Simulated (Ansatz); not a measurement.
# Ti4Al: the cost of one run

Program: Ansatz 0.2.0. Level of theory: DFT PBE, scalar-relativistic, plane waves, PAW. These are calculated values, not measurements.

### Step 1. The starting structure

The cell holds 20 atoms (Al4Ti16): a = 7.404 Å, b = 7.090 Å, c = 7.031 Å, α = 90.81°, β = 92.14°, γ = 89.83°.

16 Ti, 4 Al were thrown into a skewed cell at random, at 1.05 times a reference volume of the solid, and pushed apart as soft spheres.

The coordinates stand in the first input below.

### Step 2. Langevin stage at 2520 K

The cutoff is lowered while the worst contacts of the packing are taken out. One k point, a Fermi-Dirac width of 0.217 eV and a fixed cell.

input.yaml reads:

```yaml
crystal:
  lattice:
    - [7.403132, 0.010108, -0.134687]
    - [0.010108, 7.090215, -0.049913]
    - [-0.134687, -0.049913, 7.029778]
  atoms:
    - { symbol: Ti, position: [0.7639142912, 0.9749841855, 0.3018292918] }
    - { symbol: Ti, position: [0.4044395214, 0.8739856441, 0.5568653346] }
    - { symbol: Ti, position: [0.2682885208, 0.218249196, 0.7447798432] }
    - { symbol: Ti, position: [0.0084786127, 0.2898472676, 0.4083098048] }
    - { symbol: Ti, position: [0.6770750491, 0.3628913941, 0.1523793142] }
    - { symbol: Ti, position: [0.1721646027, 0.4512362289, 0.0661563013] }
    - { symbol: Ti, position: [0.3691446077, 0.4975381274, 0.4125839603] }
    - { symbol: Ti, position: [0.8594508231, 0.697517683, 0.008820326] }
    - { symbol: Ti, position: [0.6332865952, 0.2407545356, 0.5773811632] }
    - { symbol: Ti, position: [0.5995036744, 0.0057538121, 0.9168417938] }
    - { symbol: Ti, position: [0.7512591142, 0.6306493927, 0.4952972173] }
    - { symbol: Ti, position: [0.3585370957, 0.1184076156, 0.2481496589] }
    - { symbol: Ti, position: [0.2319649333, 0.8568989515, 0.9791014101] }
    - { symbol: Ti, position: [0.9385271209, 0.9812221486, 0.6926231128] }
    - { symbol: Ti, position: [0.5026357589, 0.5663987138, 0.8298161466] }
    - { symbol: Ti, position: [0.1034229756, 0.6045295609, 0.6752747642] }
    - { symbol: Al, position: [0.8846158492, 0.3473597129, 0.8328051582] }
    - { symbol: Al, position: [0.0945616592, 0.787966428, 0.3311373866] }
    - { symbol: Al, position: [0.5267585109, 0.7252185627, 0.1788344482] }
    - { symbol: Al, position: [0.9829001941, 0.1236716884, 0.0532723037] }
  symmetry: { detect: false }
basis:
  ecutwfc: 320
  xc_grid: 1
kpoints:
  mp_grid: { grid: [1, 1, 1], shift: [0.25, 0.25, 0.25] }
hamiltonian:
  xc: pbe
scf:
  occupations: { method: fermi_dirac, width: 0.2172 }
  lower_state_search: "off"
  convergence: { dr2_threshold: 1.0e-05 }
output:
  forces: true
  stress: true
md:
  timestep: 3.0
  n_steps: 24
  ensemble: nvt_langevin
  friction: 0.03
  temperature: 2520.0
  initial_velocities: maxwell_boltzmann
  seed: 44175
```

Run with:

```
$ ansatz run input.yaml --threads 2 --pin off --max-ram 5120MiB --backend cpu --events-out ev --progress --plain --runs-dir out
```

**Question.** How long does this run take on 2 threads of Intel Xeon at 2.70GHz, shared host, and how much memory does it need?

About 1.8 min, with a peak of 0.53 GiB.
